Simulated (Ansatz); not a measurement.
# B4C3: what a guessed cell relaxes into, part 2 of 3

The task: take a trial cell of B4C3 to zero force and stress.

Ansatz 0.2.0; DFT PBE, scalar-relativistic, plane waves, PAW.

### Step 4. Rough relaxation on the coarse mesh

input.yaml reads:

```yaml
crystal:
  lattice:
    - [-2.29254443, 2.29254443, 3.75476252]
    - [2.29254443, -2.29254443, 3.75476252]
    - [2.29254443, 2.29254443, -3.75476252]
  atoms:
    - { symbol: B, position: [0.60610002, 0.3839, 0.22220002] }
    - { symbol: B, position: [0.1339, 0.41169998, 0.27779998] }
    - { symbol: B, position: [0.16169998, 0.3839, 0.77779998] }
    - { symbol: B, position: [0.1339, 0.85610002, 0.72220002] }
    - { symbol: B, position: [0.14389998, 0.8661, 0.27779998] }
    - { symbol: B, position: [0.6161, 0.39389998, 0.77779998] }
    - { symbol: B, position: [0.58830002, 0.8661, 0.72220002] }
    - { symbol: B, position: [0.6161, 0.83830002, 0.22220002] }
    - { symbol: C, position: [0.0, 0.0, 0.0] }
    - { symbol: C, position: [0.75, 0.25, 0.5] }
    - { symbol: C, position: [0.875, 0.625, 0.25] }
    - { symbol: C, position: [0.375, 0.625, 0.25] }
    - { symbol: C, position: [0.375, 0.625, 0.75] }
    - { symbol: C, position: [0.375, 0.125, 0.75] }
basis:
  ecutwfc: 420
kpoints:
  mp_grid: { grid: [6, 6, 6] }
hamiltonian:
  xc: pbe
scf:
  occupations: { method: gaussian, width: 0.1 }
  lower_state_search: "off"
output:
  forces: true
  stress: true
  eigenvalues: true
relax:
  adjacent_minimum: "off"
  f_tol: 0.04
  max_steps: 70
  cell: { stress_tol: 0.4 }
```

Launch:

```bash
$ ansatz run input.yaml --threads 1 --pin off --max-ram 2560MiB --backend cpu --events-out ev --progress --plain --runs-dir out
```

Log:

```text
Warning: RAYON_NUM_THREADS=1 ignored (pool sized by the plan → 1); use --threads N
Engine: ansatz 0.2.0, x86_64-unknown-linux-gnu
Pseudopotentials: kind: paw
Pseudopotential: B, paw, valence charge 3, recommended cutoff 420 eV (normal), B.paw.azcp
Pseudopotential: C, paw, valence charge 4, recommended cutoff 420 eV (normal), C.paw.azcp
Functional definition: PBE
  parameter kappa = 0.804
  parameter beta = 0.06672455060314922
  exchange = pbe_x(kappa = kappa, mu = beta*pi^2/3)
  correlation = pbe_c(beta = beta)
Crystal: 14 atoms, lattice volume = 78.937 Å³
Basis set: ecut = 420 eV, 1565 PW (Γ), exchange–correlation on 72×72×72 points (8 copies of the dense FFT grid, shifted against one another)
Bands: 38, of which v1, the nominal top of the filled ones, is band 24 counted from 1 (23 counted from 0)
Symmetry: 16 space group operations
Space group: I41/amd (ITA 141), of the structure as read, at distance tolerance 4.3e-5 Å
k-points: 30 of 216
Non-local potential: B, projectors of the file, l = 0: 2, l = 1: 2, l = 2: 1
Non-local potential: C, projectors of the file, l = 0: 2, l = 1: 2, l = 2: 1
PAW form: soft (Blöchl's): semilocal exchange-correlation on the pseudo side does not see the compensation charge
PAW one-centre angular grid: B, 110 points (default); XC on 64 Gauss nodes
PAW one-centre angular grid: C, 110 points (default); XC on 64 Gauss nodes
Initial density: superposition of atomic densities (neutral atoms: chi_scale 0, normalization atom), corrected by the library's trained network
Initial wavefunctions: pseudopotential atomic-orbital guess
Functional: x = pbe(κ = 0.804, μ = 0.2195149727645171), c = pbe(β = 0.06672455060314922)
SCF iter   1: F=—  HF=-2742.263802 eV  |F-HF|=—  |Δ(HF+E_count)|=         —  Δρ=1.43e-2  dr2=2.18e-1  ethr=1.77e-3  ⟨swp⟩=5.8  Hψ=5269  notcnv=0  defer=89
preconditioner: auto → none  [insulator: Δε(μ)=0.219 eV  Ē_g=14.522 eV  σ=0.100 eV  W_gap=0.73  n_scr=14 (ndim 8)  ℏωp=29.0 eV  f_vac=0.000  D(μ)=0.20/eV (n_scr^D=0)  ε∞_Penn≈5.0]
SCF iter   2: F=—  HF=-2742.201919 eV  |F-HF|=—  |Δ(HF+E_count)|=   6.19e-2  Δρ=3.42e-3  dr2=5.08e-3  ethr=4.54e-4  ⟨swp⟩=2.4  Hψ=1947  notcnv=0  defer=235
SCF iter   3: F=—  HF=-2742.202257 eV  |F-HF|=—  |Δ(HF+E_count)|=   3.38e-4  Δρ=1.16e-3  dr2=3.57e-4  ethr=1.06e-5  ⟨swp⟩=2.1  Hψ=1551  notcnv=0  defer=235
SCF iter   4: F=—  HF=-2742.202524 eV  |F-HF|=—  |Δ(HF+E_count)|=   2.67e-4  Δρ=1.56e-4  dr2=8.12e-6  ethr=7.43e-7  ⟨swp⟩=2.4  Hψ=1633  notcnv=0  defer=235
SCF iter   5: F=—  HF=-2742.202533 eV  |F-HF|=—  |Δ(HF+E_count)|=   9.08e-6  Δρ=2.00e-5  dr2=1.66e-7  ethr=1.69e-8  ⟨swp⟩=2.0  Hψ=1530  notcnv=0  defer=235
SCF iter   6: F=-2742.202534 eV  HF=-2742.202534 eV  |F-HF|=9.71e-10  |Δ(HF+E_count)|=   1.40e-7  Δρ=3.57e-6  dr2=6.01e-9  ethr=2.08e-10  ⟨swp⟩=10.8  Hψ=5667  notcnv=0
SCF 1 converged in 6 iterations: F = -2742.202534 eV  dr2 = 6.01e-9
relax step   1: F+E_penalty+E_count = -2742.20253360 eV  Δ(F+E_penalty+E_count) = +0.000e0 eV  max|allowed force component| = 7.221e-1 eV/Å  Δτ_max = 0.0000 Å  P = +54.465 GPa  Ω = 78.937 Å³  (6 SCF iters, dr2 threshold 1.00e-7 eV, accepted)
Crystal: 14 atoms, lattice volume = 84.121 Å³
Basis set: ecut = 420 eV, 1625 PW (Γ), exchange–correlation on 72×72×72 points (8 copies of the dense FFT grid, shifted against one another)
Initial density: handed on by an earlier stage of this run
Initial wavefunctions: those handed on with the density
iter 1 solved again at ethr=6.74e-4 eV; its pass at ethr=3.10e-3 eV (dr2=3.23e-1 eV) is discarded
SCF iter   1: F=—  HF=-2744.930122 eV  |F-HF|=—  |Δ(HF+E_count)|=         —  Δρ=2.16e-2  dr2=3.24e-1  ethr=6.74e-4  ⟨swp⟩=1.9  Hψ=6615  notcnv=0
preconditioner: auto → none  [insulator: Δε(μ)=0.100 eV  Ē_g=13.966 eV  σ=0.100 eV  W_gap=0.50  n_scr=14 (ndim 8)  ℏωp=28.0 eV  f_vac=0.000  D(μ)=0.67/eV (n_scr^D=0)  ε∞_Penn≈5.0]
SCF iter   2: F=—  HF=-2744.840499 eV  |F-HF|=—  |Δ(HF+E_count)|=   8.96e-2  Δρ=8.12e-3  dr2=3.49e-2  ethr=6.74e-4  ⟨swp⟩=2.9  Hψ=2223  notcnv=0
SCF iter   3: F=—  HF=-2744.833916 eV  |F-HF|=—  |Δ(HF+E_count)|=   6.58e-3  Δρ=1.35e-3  dr2=6.51e-4  ethr=7.28e-5  ⟨swp⟩=2.0  Hψ=1859  notcnv=0
SCF iter   4: F=—  HF=-2744.834192 eV  |F-HF|=—  |Δ(HF+E_count)|=   2.76e-4  Δρ=2.77e-4  dr2=2.41e-5  ethr=1.36e-6  ⟨swp⟩=2.8  Hψ=1904  notcnv=0
SCF iter   5: F=—  HF=-2744.834213 eV  |F-HF|=—  |Δ(HF+E_count)|=   2.10e-5  Δρ=5.96e-5  dr2=2.24e-6  ethr=5.01e-8  ⟨swp⟩=2.0  Hψ=1727  notcnv=0
SCF iter   6: F=-2744.834213 eV  HF=-2744.834213 eV  |F-HF|=1.09e-8  |Δ(HF+E_count)|=   2.92e-7  Δρ=5.84e-6  dr2=1.27e-8  ethr=2.92e-9  ⟨swp⟩=6.4  Hψ=5010  notcnv=0
SCF 2 converged in 6 iterations: F = -2744.834213 eV  dr2 = 1.27e-8
relax step   2: F+E_penalty+E_count = -2744.83421298 eV  Δ(F+E_penalty+E_count) = -2.632e0 eV  max|allowed force component| = 8.912e-1 eV/Å  Δτ_max = 0.0592 Å  P = +22.914 GPa  Ω = 84.121 Å³  energy of the carried Pulay correction = -2.119e-2 eV  (6 SCF iters, dr2 threshold 1.40e-6 eV, accepted)
Crystal: 14 atoms, lattice volume = 87.828 Å³
Basis set: ecut = 420 eV, 1737 PW (Γ), exchange–correlation on 72×72×72 points (8 copies of the dense FFT grid, shifted against one another)
iter 1 solved again at ethr=3.10e-4 eV; its pass at ethr=3.10e-3 eV (dr2=1.49e-1 eV) is discarded
SCF iter   1: F=—  HF=-2745.412037 eV  |F-HF|=—  |Δ(HF+E_count)|=         —  Δρ=1.33e-2  dr2=1.48e-1  ethr=3.10e-4  ⟨swp⟩=1.6  Hψ=5613  notcnv=0
preconditioner: auto → none  [insulator: Δε(μ)=0.191 eV  Ē_g=13.575 eV  σ=0.100 eV  W_gap=0.71  n_scr=14 (ndim 8)  ℏωp=27.5 eV  f_vac=0.000  D(μ)=0.20/eV (n_scr^D=0)  ε∞_Penn≈5.1]
SCF iter   2: F=—  HF=-2745.364512 eV  |F-HF|=—  |Δ(HF+E_count)|=   4.75e-2  Δρ=4.29e-3  dr2=1.22e-2  ethr=3.08e-4  ⟨swp⟩=2.6  Hψ=2026  notcnv=0
SCF iter   3: F=—  HF=-2745.360959 eV  |F-HF|=—  |Δ(HF+E_count)|=   3.55e-3  Δρ=8.32e-4  dr2=3.93e-4  ethr=2.54e-5  ⟨swp⟩=2.3  Hψ=1884  notcnv=0
SCF iter   4: F=—  HF=-2745.360949 eV  |F-HF|=—  |Δ(HF+E_count)|=   1.08e-5  Δρ=1.45e-4  dr2=1.09e-5  ethr=8.19e-7  ⟨swp⟩=2.9  Hψ=1913  notcnv=0
iter 5 did not close the SCF: its close was put off for the readings that it lacked (scf_convergence_deferred on its scf_iter line)
SCF iter   5: F=-2745.360953 eV  HF=-2745.360953 eV  |F-HF|=1.72e-7  |Δ(HF+E_count)|=   4.07e-6  Δρ=3.88e-5  dr2=6.66e-7  ethr=2.27e-8  ⟨swp⟩=2.1  Hψ=1714  notcnv=0
SCF iter   6: F=-2745.360953 eV  HF=-2745.360953 eV  |F-HF|=8.45e-9  |Δ(HF+E_count)|=   3.68e-7  Δρ=4.82e-6  dr2=7.84e-9  ethr=1.39e-9  ⟨swp⟩=3.5  Hψ=4368  notcnv=0
SCF 3 converged in 6 iterations: F = -2745.360953 eV  dr2 = 7.84e-9
relax step   3: F+E_penalty+E_count = -2745.36095302 eV  Δ(F+E_penalty+E_count) = -5.267e-1 eV  max|allowed force component| = 7.877e-1 eV/Å  Δτ_max = 0.0052 Å  P = +5.024 GPa  Ω = 87.828 Å³  energy of the carried Pulay correction = -3.553e-2 eV  (6 SCF iters, dr2 threshold 1.40e-6 eV, accepted)
[... 12 lines left out ...]
relax step   4: F+E_penalty+E_count = -2745.74589896 eV  Δ(F+E_penalty+E_count) = -3.849e-1 eV  max|allowed force component| = 4.345e-1 eV/Å  Δτ_max = 0.0866 Å  P = -1.201 GPa  Ω = 88.326 Å³  energy of the carried Pulay correction = -3.741e-2 eV  (6 SCF iters, dr2 threshold 1.40e-6 eV, accepted)
[... 13 lines left out ...]
relax step   5: F+E_penalty+E_count = -2745.77282011 eV  Δ(F+E_penalty+E_count) = -2.692e-2 eV  max|allowed force component| = 1.588e-1 eV/Å  Δτ_max = 0.0187 Å  P = -0.368 GPa  Ω = 88.262 Å³  energy of the carried Pulay correction = -3.717e-2 eV  (6 SCF iters, dr2 threshold 1.40e-6 eV, accepted)
[... 12 lines left out ...]
relax step   6: F+E_penalty+E_count = -2745.77783847 eV  Δ(F+E_penalty+E_count) = -5.018e-3 eV  max|allowed force component| = 1.575e-3 eV/Å  Δτ_max = 0.0051 Å  P = +0.065 GPa  Ω = 88.091 Å³  energy of the carried Pulay correction = -3.653e-2 eV  (6 SCF iters, dr2 threshold 1.40e-6 eV, accepted)
[... 11 lines left out ...]
relax step   7: F+E_penalty+E_count = -2745.89302342 eV  Δ(F+E_penalty+E_count) = -1.152e-1 eV  max|allowed force component| = 1.022e-2 eV/Å  Δτ_max = 0.0000 Å  P = +1.547 GPa  Ω = 88.091 Å³  stress off target by 2.21e0 GPa  SCF on the basis re-selected at this cell (its energy is not comparable with the rows above)  (6 SCF iters)
[... 13 lines left out ...]
relax step   8: F+E_penalty+E_count = -2745.89451546 eV  Δ(F+E_penalty+E_count) = -1.492e-3 eV  max|allowed force component| = 1.479e-3 eV/Å  Δτ_max = 0.0007 Å  P = +0.094 GPa  Ω = 88.502 Å³  energy of the carried Pulay correction = -1.783e-3 eV  (6 SCF iters, dr2 threshold 1.40e-6 eV, accepted)
iter 1 solved again at ethr=3.18e-8 eV; its pass at ethr=3.10e-3 eV (dr2=1.53e-5 eV) is discarded
SCF iter   1: F=—  HF=-2745.896163 eV  |F-HF|=—  |Δ(HF+E_count)|=         —  Δρ=3.18e-5  dr2=1.21e-7  ethr=3.18e-8  ⟨swp⟩=3.2  Hψ=8592  notcnv=0
preconditioner: auto → none  [insulator: Δε(μ)=0.925 eV  Ē_g=13.513 eV  σ=0.100 eV  W_gap=1.00  n_scr=14 (ndim 8)  ℏωp=27.3 eV  f_vac=0.000  D(μ)=0.00/eV (n_scr^D=0)  ε∞_Penn≈5.1]
SCF iter   2: F=—  HF=-2745.896172 eV  |F-HF|=—  |Δ(HF+E_count)|=   8.94e-6  Δρ=1.58e-5  dr2=2.57e-8  ethr=2.53e-10  ⟨swp⟩=2.7  Hψ=1790  notcnv=0
iter 3 did not close the SCF: its close was put off for the readings that it lacked (scf_convergence_deferred on its scf_iter line)
SCF iter   3: F=-2745.896172 eV  HF=-2745.896172 eV  |F-HF|=4.03e-10  |Δ(HF+E_count)|=   8.54e-8  Δρ=2.16e-6  dr2=1.46e-9  ethr=5.34e-11  ⟨swp⟩=2.0  Hψ=1776  notcnv=0
iter 4 did not close the SCF: its close was put off for the readings that it lacked (scf_convergence_deferred on its scf_iter line)
SCF iter   4: F=-2745.896172 eV  HF=-2745.896172 eV  |F-HF|=1.32e-11  |Δ(HF+E_count)|=  9.60e-10  Δρ=2.52e-7  dr2=1.75e-11  ethr=3.04e-12  ⟨swp⟩=2.0  Hψ=1854  notcnv=0
iter 5 did not close the SCF: its close was put off for the readings that it lacked (scf_convergence_deferred on its scf_iter line)
SCF iter   5: F=-2745.896172 eV  HF=-2745.896172 eV  |F-HF|=1.82e-12  |Δ(HF+E_count)|=  1.73e-11  Δρ=5.57e-8  dr2=1.60e-12  ethr=1.00e-12  ⟨swp⟩=1.0  Hψ=1140  notcnv=0
iter 6 did not close the SCF: its close was put off for the readings that it lacked (scf_convergence_deferred on its scf_iter line)
SCF iter   6: F=-2745.896172 eV  HF=-2745.896172 eV  |F-HF|=9.09e-13  |Δ(HF+E_count)|=    0.00e0  Δρ=9.15e-9  dr2=4.71e-14  ethr=1.00e-12  ⟨swp⟩=1.0  Hψ=1140  notcnv=0
SCF iter   7: F=-2745.896172 eV  HF=-2745.896172 eV  |F-HF|=9.09e-13  |Δ(HF+E_count)|=  4.55e-13  Δρ=2.83e-9  dr2=8.70e-15  ethr=1.00e-12  ⟨swp⟩=1.2  Hψ=2457  notcnv=0
SCF 9 converged in 7 iterations: F = -2745.896172 eV  dr2 = 8.70e-15
relax step   9: F+E_penalty+E_count = -2745.89617163 eV  Δ(F+E_penalty+E_count) = -1.656e-3 eV  max|allowed force component| = 1.345e-3 eV/Å  Δτ_max = 0.0000 Å  P = +0.099 GPa  Ω = 88.502 Å³  stress off target by 1.39e-1 GPa  SCF on the basis re-selected at this cell (its energy is not comparable with the rows above)  (7 SCF iters)
basis re-selected at this cell: Δ(F+E_penalty+E_count) = -1.656e-3 eV, ΔP = +0.005 GPa vs the last step (what re-selecting the basis moved, of the pressure what is left beyond the Pulay correction that the steps carried, after the strain that the cell walked since its last selection, with what the two solves' SCF thresholds leave and, on support functions, any second-order correction that the steps lacked; it is no measure of the basis error at this ecutwfc). This SCF's stress stands 1.39e-1 GPa from its target on what of the cell is left free (relax.cell.stress_tol is 4.00e-1 GPa) and its largest allowed force component is 1.35e-3 eV/Å (relax.f_tol is 4.00e-2 eV/Å): within both
SCF converged after 7 iterations
Free energy (F): -2745.896172 eV
Harris-Foulkes:  -2745.896172 eV  (|F-HF|=9.09e-13)
Internal energy: -2745.896172 eV  (E = F + TS)
E sigma→0 (E₀):  -2745.896172 eV
Fermi energy:    12.736973 eV
--- Per-component energies (eV) ---
  E_band       = 190.162955
  E_kinetic    = 943.102341
  E_local      = -599.018330  (includes V_loc(G=0)·N_el)
  E_nonlocal   = 252.089770
  E_hartree    = 162.283791
  E_xc         = -550.110151
  E_vxc        = -669.362497  (∫ρ·V_xc dr)
  E_paw        = -1223.702570  (= ΣΔE_a)
  E_vpaw       = -61.215938  (= ΣTr[D̂ρ^β])
  E_aug_tail   = 0.000028  (compensation charges beyond the density's cutoff)
  E_ewald      = -1730.541051
  E_smearing   = -0.000000  (= −TS)
  E_closure    = 0.000000  (closes the sum)
  Σ components = -2745.896172   (vs F -2745.896172, Δ=0.00e0)
--- Forces (eV/Å), atoms counted from 1 ---
  atom   1  B     -0.00000000     0.00134529     0.00008548
  atom   2  B     -0.00134529    -0.00000000     0.00008548
  atom   3  B     -0.00000000    -0.00134529     0.00008548
  atom   4  B      0.00134529     0.00000000     0.00008548
  atom   5  B      0.00000000    -0.00134529    -0.00008548
  atom   6  B     -0.00134529    -0.00000000    -0.00008548
  atom   7  B      0.00000000     0.00134529    -0.00008548
  atom   8  B      0.00134529     0.00000000    -0.00008548
  atom   9  C      0.00000000    -0.00000000    -0.00000000
  atom  10  C     -0.00000000     0.00000000     0.00000000
  atom  11  C      0.00000000     0.00000000     0.00000000
  atom  12  C      0.00000000     0.00000000     0.00000000
  atom  13  C      0.00000000     0.00000000    -0.00000000
  atom  14  C      0.00000000     0.00000000    -0.00000000
  max |Σ_I F_I| component: 8.67e-18 eV/Å
--- Stress (GPa, compression-positive) ---
        0.138953      -0.000000      -0.000000
       -0.000000       0.138953       0.000000
       -0.000000       0.000000       0.019286
  P = ⅓ Tr σ = 0.0991 GPa (0.991 kbar)
--- Band table (eV; the first three rows and the last of 30) ---
  k-point 0: bands = ["-7.5591", "-1.7382", "-1.5347", "-1.5331", "-1.5331", "-1.0445", "0.5873", "1.3987", "1.3998", "1.3998", "2.7008", "2.7019", "5.5264", "5.5289", "5.5289", "7.6619", "7.6646", "7.6646", "8.9933", "8.9974", "8.9974", "12.2741", "12.2741", "12.2769", "15.5549", "15.8357", "15.8385", "15.8385", "16.5465", "16.5506", "17.7081", "17.7081", "17.7119", "18.0642", "18.0642", "18.0661", "21.1436", "21.1452"]
  k-point 1: bands = ["-7.3404", "-3.1357", "-1.8446", "-1.8435", "-1.4220", "-0.1033", "0.1813", "2.0051", "2.0052", "2.1898", "2.4920", "2.9693", "5.8266", "5.8287", "6.8726", "6.9756", "7.3961", "7.3990", "8.2187", "8.8419", "8.8457", "11.1381", "11.7001", "11.7029", "14.8333", "15.7143", "15.7179", "16.4760", "16.8094", "17.0125", "17.1540", "17.1571", "17.6564", "17.8306", "18.6861", "18.6890", "20.9869", "21.0376"]
  k-point 2: bands = ["-6.7038", "-4.4950", "-2.2913", "-2.2908", "-1.8150", "-0.9894", "1.3408", "3.2782", "3.2795", "3.3538", "3.7367", "3.7594", "5.8003", "6.1897", "6.1927", "6.6172", "6.8024", "6.8032", "8.3140", "8.7679", "9.0629", "9.0659", "10.4673", "10.4702", "14.1239", "14.6010", "14.6025", "16.2378", "16.2384", "16.9171", "17.3618", "17.4691", "17.7362", "18.2261", "20.9256", "20.9281", "20.9784", "21.3090"]
  k-point 29: bands = ["-5.7169", "-5.7169", "-2.4673", "-2.4673", "-1.7150", "-1.7150", "2.6595", "2.6595", "4.4871", "4.4871", "5.0182", "5.0182", "5.0451", "5.0451", "5.8370", "5.8370", "7.2628", "7.2628", "7.5707", "7.5707", "9.0694", "9.0694", "9.7856", "9.7856", "13.7824", "13.7824", "15.9887", "15.9887", "16.0201", "16.0201", "17.3329", "17.3329", "18.3060", "18.3060", "20.0505", "20.0505", "21.7182", "21.7182"]
--- Relaxed structure (7 steps of the walk, 7 accepted, 2 SCFs on fresh bases) ---
  F+E_penalty+E_count = -2745.89617163 eV   max|allowed force component| = 1.345e-3 eV/Å   (the final SCF, on the basis selected at the relaxed cell)
  cell:  # Å, volume = 88.5019 Å³
    - [-2.5009039102067723, 2.5009039102067723, 3.537518740301026]
    - [2.5009039102067723, -2.5009039102067723, 3.537518740301026]
    - [2.5009039102067723, 2.5009039102067723, -3.537518740301026]
  atoms:
    - { symbol: B, position: [0.6117561042540127, 0.38821230806201895, 0.22354379619199383] }
    - { symbol: B, position: [0.13821230806201892, 0.4146685118700252, 0.27645620380800623] }
    - { symbol: B, position: [0.16466851187002507, 0.38821230806201895, 0.7764562038080061] }
    - { symbol: B, position: [0.13821230806201898, 0.8617561042540127, 0.7235437961919938] }
    - { symbol: B, position: [0.13824389574598728, 0.8617876919379812, 0.2764562038080061] }
    - { symbol: B, position: [0.6117876919379811, 0.3882438957459872, 0.7764562038080061] }
    - { symbol: B, position: [0.5853314881299752, 0.8617876919379812, 0.7235437961919939] }
    - { symbol: B, position: [0.6117876919379813, 0.8353314881299752, 0.22354379619199385] }
    - { symbol: C, position: [-7.374453887819961e-19, -5.415192093018977e-19, -2.229504800980432e-19] }
    - { symbol: C, position: [0.7500000000000002, 0.25, 0.5000000000000001] }
    - { symbol: C, position: [0.875, 0.625, 0.25000000000000006] }
    - { symbol: C, position: [0.37500000000000006, 0.625, 0.25] }
    - { symbol: C, position: [0.3750000000000001, 0.625, 0.75] }
    - { symbol: C, position: [0.3750000000000001, 0.12499999999999997, 0.7500000000000001] }
```

Wall time 2.7 min (1 thread of Intel Xeon at 2.50GHz (Skylake/Cascade Lake), shared host); peak memory 0.42 GiB.

Relaxation path:

| step | energy from step 1 (eV/cell) | largest force component (eV/Å) | pressure (GPa) | volume (Å³) |
| --- | --- | --- | --- | --- |
| 1 | 0.0000 | 0.7221 | 54.47 | 78.94 |
| 2 | -2.6317 | 0.8912 | 22.91 | 84.12 |
| 3 | -3.1584 | 0.7877 | 5.02 | 87.83 |
| 4 | -3.5434 | 0.4345 | -1.20 | 88.33 |
| 5 | -3.5703 | 0.1588 | -0.37 | 88.26 |
| 6 | -3.5753 | 0.0016 | 0.06 | 88.09 |
| 7 | -3.6905 | 0.0102 | 1.55 | 88.09 |
| 8 | -3.6920 | 0.0015 | 0.09 | 88.50 |
| 9 | -3.6936 | 0.0013 | 0.10 | 88.50 |

Step 1 is the start. Steps 7, 9 each repeat the geometry before them on a plane-wave basis chosen anew, so the energy can jump there without any move.

Lengths and angles in the start's conventional setting:

|  | before | after | change |
| --- | --- | --- | --- |
| a (Å) | 4.585 | 5.002 | +9.1 % |
| b (Å) | 4.585 | 5.002 | +9.1 % |
| c (Å) | 7.510 | 7.075 | -5.8 % |
| volume (Å³/atom) | 5.64 | 6.32 | +12.1 % |
| shortest distance (Å) | 1.535 | 1.680 | +9.4 % |
| space group (0.01 Å) | I4_1/amd | Fd-3m | changed |

(Continued in part 3 of 3.)
